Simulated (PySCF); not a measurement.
# HgO−: bond curves at several levels of theory

Aim: find the lowest electronic state of HgO−, scan its bond at several levels of theory, and get bond length, wavenumber and dissociation energy from each curve.

Method: Hg def2-SVPD with ECP60, O def2-SVPD, scalar-relativistic core potentials; program: PySCF 2.14.0.

3 further runs of the same task are left out: 3 set aside as unsound or not needed.

## 1. Input

Settings of the job:

| Quantity | Value |
| --- | --- |
| atoms | Hg, O |
| charge | -1 |
| basis | Hg def2-SVPD with ECP60, O def2-SVPD |
| Hamiltonian | scalar-relativistic core potentials |
| basis functions | 58 |
| electrons treated | 29 |
| masses in u | 201.9706, 15.9949 |
| levels | PBE0, PBE, r²SCAN, BLYP, M06-2X, PW91, CAM-B3LYP, MP2, SCS-MP2 |
| grid | 80 radial by 434 angular points |
| occupations | held fixed by the projection of orbital angular momentum |
| dissociation limit | Hg + O−, each in its ground configuration |
| starting distance in angstrom | 2.075 |
| values of 2S to try | 1, 3 |

Command:

```sh
$ OMP_NUM_THREADS=1 python dia.py task.json out
```

After this run come: First curve: PBE0; PBE (GGA); r²SCAN; BLYP; M06-2X (hybrid meta-GGA); PW91 (GGA); CAM-B3LYP (range-separated hybrid).

What does the calculation give? Wanted: for each run, Re; ωe; De; μ.

The runs gave:

Lowest PBE0 solution found, without spin–orbit coupling: ²Σ⁺ (doublet), unpaired electrons σ ↑.

```
      level  Re (Å)  ωe (cm⁻¹)  De (eV)  μ (D)
    UHF-MP2   2.323      212.1     0.69    n/a
UHF-SCS-MP2   2.392      201.7     0.61    n/a
        PBE   2.100        362     1.07  -5.69
       PW91   2.098        365     1.11  -5.68
       BLYP   2.155        317     0.88  -5.96
     r²SCAN   2.108        334     1.08  -5.53
       PBE0   2.151      284.6     0.86  -5.79
  CAM-B3LYP   2.183      261.0     0.80  -5.95
```

De is counted to Hg + O− in their ground configurations. A positive dipole points from Hg to O; in an ion it is taken about the centre of mass and does not tell which atom is negative. No constants: M06-2X (fits of two degrees disagree).

In words: The methods spread over 0.294 Å in bond length, from PW91 to UHF-SCS-MP2. Among the levels with a De in the table, it runs from 0.61 eV (UHF-SCS-MP2) to 1.11 eV (PW91).

Correlated steps freeze 1 core orbital. These are scalar-relativistic numbers at best; spin–orbit coupling would shift them, the dissociation energy most. With some functionals the highest level of the anion is positive, from self-interaction error or because the anion is truly unbound there; the finite basis then holds the extra electron, and no neutral molecule was run to test the binding. With spin–orbit coupling the term label itself may not hold.
